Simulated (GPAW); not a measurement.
# AlSiH4OF (SMILES [OH][Al]([F])[SiH3]): a first try and a second

Aim: the charge distribution of AlSiH4OF at PBE/real-space grid (scalar-relativistic datasets).

The calculation is run with GPAW 26.7.0.

2 further runs of the same task are left out: 1 that didn't finish, 1 set aside as unsound or not needed. Runs told in other sessions of the task aren't counted.

**1. Starting point**

AlSiH4OF has 8 atoms, charge 0, and is taken as a singlet. As SMILES, `[OH][Al]([F])[SiH3]`. Geometry: a GFN2-xTB relaxation, a rough one for these elements and not checked as a minimum. This is one conformer, not always the lowest.

Bond lengths: O1–Al2 1.648 Å, Al2–F3 1.665 Å, Al2–Si4 2.398 Å, O1–H5 0.948 Å, Si4–H6 1.474 Å, Si4–H7 1.475 Å, Si4–H8 1.474 Å. Angles: O1–Al2–F3 117.8°, O1–Al2–Si4 118.4°, F3–Al2–Si4 123.8°, Al2–O1–H5 176.4°, Al2–Si4–H6 112.7°, Al2–Si4–H7 112.7°, Al2–Si4–H8 114.6°, H6–Si4–H7 105.0°, H6–Si4–H8 105.5°, H7–Si4–H8 105.5°.

**2. The input as first written**

File run.py:

```python
import numpy as np
from ase.io.zmatrix import parse_zmatrix
from ase.units import Debye
from gpaw import GPAW

# Structure
atoms = parse_zmatrix("""
O
Al 1 1.648311
F 2 1.664638 1 117.78759
Si 2 2.398073 1 118.40877 3 -179.43199
H 1 0.947545 3 145.16809 2 -179.8805
H 4 1.474274 2 112.67948 1 -56.43709
H 4 1.474532 6 104.97175 2 -123.04601
H 4 1.474161 6 105.54864 7 -111.14288
""")
atoms.center(vacuum=4.5)

# Ground state
calc = GPAW(mode='fd',
            h=0.2,
            xc='PBE',
            maxiter=52,
            poissonsolver={'name': 'fft'},
            txt='-')
atoms.calc = calc

energy = atoms.get_potential_energy()
print(f'Energy                  {energy:.5f} eV')
forces = atoms.get_forces()
print('Forces (eV/Ang)')
for symbol, f in zip(atoms.symbols, forces):
    print(f'{symbol:2} {f[0]:9.4f} {f[1]:9.4f} {f[2]:9.4f}')
dipole = atoms.get_dipole_moment() / Debye
print(f'Dipole: {np.linalg.norm(dipole):.3f} D')
homo, lumo = calc.get_homo_lumo()
print(f'HOMO                    {homo:.3f} eV')
print(f'LUMO = {lumo:.3f} eV')
print(f'Gap                     {lumo - homo:.3f} eV')
```

On the command line:

```sh
$ python run.py > run.log
```

The program printed:

```text
__  _  _
 | _ |_)|_||  |
 |__||  | ||/\| - 26.7.0

units:  Angstrom and eV
cores:  1
OpenMP: False

Versions:
  Python: 3.12.14
  ASE:    3.29.0
  Numpy:  2.5.5
  Scipy:  1.18.1
  Libxc:  7.0.0

        _gpaw.cpython-312-aarch64-linux-gnu.so

Input parameters:
  mode=FD(),
  h=0.2,
  maxiter=52,
  poissonsolver=PoissonSolver(name='fft'),
  xc=XC(name='PBE')
Traceback (most recent call last):
NotImplementedError

During handling of the above exception, another exception occurred:

AssertionError
```

Run time: 0.96 s. Hardware: 1 thread of Arm Neoverse V1, shared host; peak memory 0.21 GiB.

**3. Diagnosis**

The program refused the input.

The log says `NotImplementedError`. What is wrong: the Poisson solver doesn't suit an isolated molecule.

**4. Try two**

File AlFH4OSi.py:

```python
import numpy as np
from ase.io.zmatrix import parse_zmatrix
from ase.units import Debye
from gpaw import GPAW

zmat = """
O
Al 1 r2
F 2 r3 1 a3
Si 2 r4 1 a4 3 d4
H 1 r5 3 a5 2 d5
H 4 r6 2 a6 1 d6
H 4 r7 6 a7 2 d7
H 4 r8 6 a8 7 d8
"""
values = dict(r2=1.648311, r3=1.664638, a3=117.78759, r4=2.398073, a4=118.40877, d4=-179.43199, r5=0.947545, a5=145.16809, d5=-179.8805, r6=1.474274, a6=112.67948, d6=-56.43709, r7=1.474532, a7=104.97175, d7=-123.04601, r8=1.474161, a8=105.54864, d8=-111.14288)
atoms = parse_zmatrix(zmat, defs=values)
atoms.center(vacuum=4.5)

dft = GPAW(mode='fd', maxiter=100, xc='PBE', h=0.2, txt='-')
atoms.calc = dft

energy = atoms.get_potential_energy()
print(f'Energy                  {energy:.5f} eV')
forces = atoms.get_forces()
print('Forces (eV/Ang)')
for symbol, f in zip(atoms.symbols, forces):
    print(f'{symbol:2} {f[0]:9.4f} {f[1]:9.4f} {f[2]:9.4f}')
dipole = atoms.get_dipole_moment() / Debye
print(f'Dipole: {np.linalg.norm(dipole):.3f} D')
homo, lumo = dft.get_homo_lumo()
print(f'HOMO: {homo:.3f} eV')
print(f'LUMO = {lumo:.3f} eV')
print(f'Gap                     {lumo - homo:.3f} eV')
```

On the command line:

```sh
$ python3 AlFH4OSi.py
```

The program printed:

```text
[...]
Number of symmetries: 1
[...]
  Number of IBZ points: 1
[...]
Spin-components: 1 (collinear spins)
Bands:           19
[...]
  Valence electrons: 24.0
[...]
  Grid points: [72 68 56]
  Charge: 0.0  # |e|
[...]
    cutoffs:
[...]
occupation numbers:
  # Zero width
[...]
xc functional:
  name: PBE with 2 nearest neighbor stencil
[...]
|iter     |     time |      energy | eigst |  dens |
[...]
|iter:   1| 00:00:03 |  -40.668492 | +0.98 |       |
[...]
|iter:  13| 00:00:24 |  -36.416629c| -7.42c| -5.51c|
Converged in 13 steps
[...]
Energy contributions relative to reference atoms: (reference = -19294.661250)
Energy contributions:
  Kinetic:          48.922861
  Coulomb:         -50.580266
  Zero:              0.992854
  External:          0.000000
  Xc:              -35.752078
  Entropy:           0.000000
  Spinorbit:         0.000000
  ----------------------------
  Free energy:     -36.416629
  Extrapolated:    -36.416629
dipole moment: (-0.339960, -0.220161, 0.003350)  # |e|*Ang
Fermi level: -4.582
Eigenvalues  # (at kpt = [0.000, 0.000, 0.000])
| band index |      eig [eV] | occ [0-2] |
|------------|---------------|-----------|
|          0 |       -28.271 |     2.000 |
|        ... |               |           |
|          4 |       -10.612 |     2.000 |
|          5 |        -9.467 |     2.000 |
|          6 |        -9.404 |     2.000 |
|          7 |        -8.555 |     2.000 |
|          8 |        -8.520 |     2.000 |
|          9 |        -8.038 |     2.000 |
|         10 |        -7.962 |     2.000 |
|         11 |        -7.223 |     2.000 |
|         12 |        -1.940 |     0.000 |
|         13 |        -1.473 |     0.000 |
[...]
Gap: 5.284 eV
Transition (v -> c):
[...]
Forces (eV/Ang)
O    -0.3194   -0.1770   -0.0316
Al    0.2342    0.0762   -0.0121
F     0.0955    0.5789    0.2735
Si    0.2408   -0.1351    0.0119
H    -0.4524    0.1105    0.0072
H    -0.2373   -0.1589    0.4024
H    -0.1903   -0.1191   -0.4264
H     0.4480    0.1700    0.0207
Dipole: 1.945 D
HOMO: -7.223 eV
LUMO = -1.940 eV
Gap                     5.284 eV
```

Run time: 26 s. Hardware: 1 thread of Arm Neoverse V1, shared host; peak memory 0.79 GiB.

**5. What came out**

Level: PBE/real-space grid (scalar-relativistic datasets).

| quantity | value |
| --- | --- |
| energy as printed (from the program's reference atoms) | -36.4166 eV |
| dipole moment | 1.95 D |
| HOMO energy | -7.22 eV |
| LUMO energy | -1.94 eV |
| HOMO–LUMO gap | 5.28 eV |
